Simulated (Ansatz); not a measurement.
Here is an Ansatz input file for Na₃Ga, space group Fm-3m. Write the same calculation for the Python package.

```yaml
crystal:
  lattice:
    - [5.410245102699323, 0.0, 0.0]
    - [1.4535094849232506e-16, 5.410245102699323, 0.0]
    - [0.0, 0.0, 19.7384315]
  periodic: [true, true, false]
  atoms:
    - { symbol: Na, position: [0.9999999999999998, 0.5, 0.451546035965421] }
    - { symbol: Na, position: [0.5, 1.6738880451041167e-18, 0.451546035965421] }
    - { symbol: Na, position: [0.5, 0.5, 0.35463810789626316] }
    - { symbol: Ga, position: [0.0, 0.0, 0.35463810789626316] }
    - { symbol: Na, position: [0.4999999999999998, 3.902156065232426e-17, 0.6453618921037367] }
    - { symbol: Na, position: [0.0, 0.5, 0.6453618921037368] }
    - { symbol: Na, position: [1.266209170754086e-51, 3.3477760902082334e-18, 0.5484539640345789] }
    - { symbol: Ga, position: [0.5, 0.5, 0.5484539640345789] }
basis:
  ecutwfc: 450.0
kpoints:
  mp_grid:
    grid: [3, 3, 1]
hamiltonian:
  xc: pbesol
  dispersion: d3bj
scf:
  occupations:
    method: cold
    width: 0.15
relax:
  f_tol: 0.03
  max_steps: 30
```

The script, `run_slab.py`:
```python
"""Slab calculation for Na3Ga."""

import ansatz
from ase import Atoms
from ase.build import surface
import numpy as np


def main() -> None:
    atoms = Atoms(
        ["Na", "Na", "Na", "Ga"],
        scaled_positions=[
            (0.25, 0.25, 0.25),
            (0.75, 0.75, 0.75),
            (0.5, 0.5, 0.5),
            (0.0, 0.0, 0.0),
        ],
        cell=[
            (0.0, 3.825621, 3.825621),
            (3.825621, 0.0, 3.825621),
            (3.825621, 3.825621, 0.0),
        ],
        pbc=True,
    )
    # Miller indices count the vectors of the cell as typed
    slab = surface(atoms, (1, 1, 0), 2, vacuum=7.0)
    slab.pbc = (True, True, False)

    print(slab.get_chemical_formula(), "area {:.3f} A^2, cell height {:.2f} A".format(np.linalg.norm(np.cross(slab.cell[0], slab.cell[1])), slab.cell[2, 2]))


    def common(structure):
        return (
            ansatz.Crystal.from_ase(structure).calculation()
            .functional("pbesol", dispersion="D3(BJ)")
            .basis(450)
            .occupations("cold", width=150 * ansatz.meV)
        )


    model = common(slab)
    model = model.kpoints(3, 3, 1).relax(force_tolerance=0.03, max_steps=30)
    outcome = model.run(threads=1)
    r = outcome.report

    print(f"slab free energy {r['free_energy_ev']:.4f} eV, Fermi level {r['fermi_energy_ev']:.3f} eV")
    print("vacuum reading:", {k: round(v, 3) for k, v in r.get("vacuum", {}).items() if isinstance(v, float)})

    print("atom   z before  z after (A)")
    for atom, site in zip(slab, outcome.lattice.sites):
        print(f"{atom.symbol:3s} {atom.z:9.3f} {site.position_ang[2]:9.3f}")


if __name__ == "__main__":
    main()
```

```console
$ python run_slab.py
Ga2Na6 area 29.271 A^2, cell height 19.74 A
DeckWarning: crystal.periodic: the lattice vector that does not repeat stood 0.000° off the slab's normal, 19.738 Å along it as the deck builds it. The run solves the slab on a vector along the [...]
slab free energy -16340.9280 eV, Fermi level -2.776 eV
vacuum reading: {'free_states_from_ev': -0.203, 'bound_up_to_ev': -0.224}
atom   z before  z after (A)
Na      8.913     8.872
Na      8.913     8.872
Na      7.000     6.714
Ga      7.000     7.368
Na     12.738    12.747
Na     12.738    12.747
Na     10.826    10.708
Ga     10.826    10.926
```
(Warnings from the package without file and line, shortened.)

Total energies depend on the potentials; only differences at equal settings carry meaning. A total without «per atom» is that of the cell as typed. Dispersion corrections can be off by several per cent in the lattices of metals, and by several GPa in the pressure at a fixed cell. The relaxation stopped at 0.016 eV/Å, so the energy gained is a lower bound and displacements are uncertain. Only differences from the Fermi energy are physical; the zero of the scale is a convention. The structure comes from a database of computed cells and needn't be a stable or known phase. The slab is thin and cut from the structure as given; a cut can leave two unlike or polar faces, and the surface energy is then their mean. Miller indices refer to the vectors of the cell as typed, and the lattice isn't relaxed for this functional, so relaxation and surface energy can hold strain. Run time: 47 s on 1 thread of Arm Neoverse V1 (shared host), peak memory 0.99 GiB.

(Lines on the test bed's own set-up are left out of the output.)
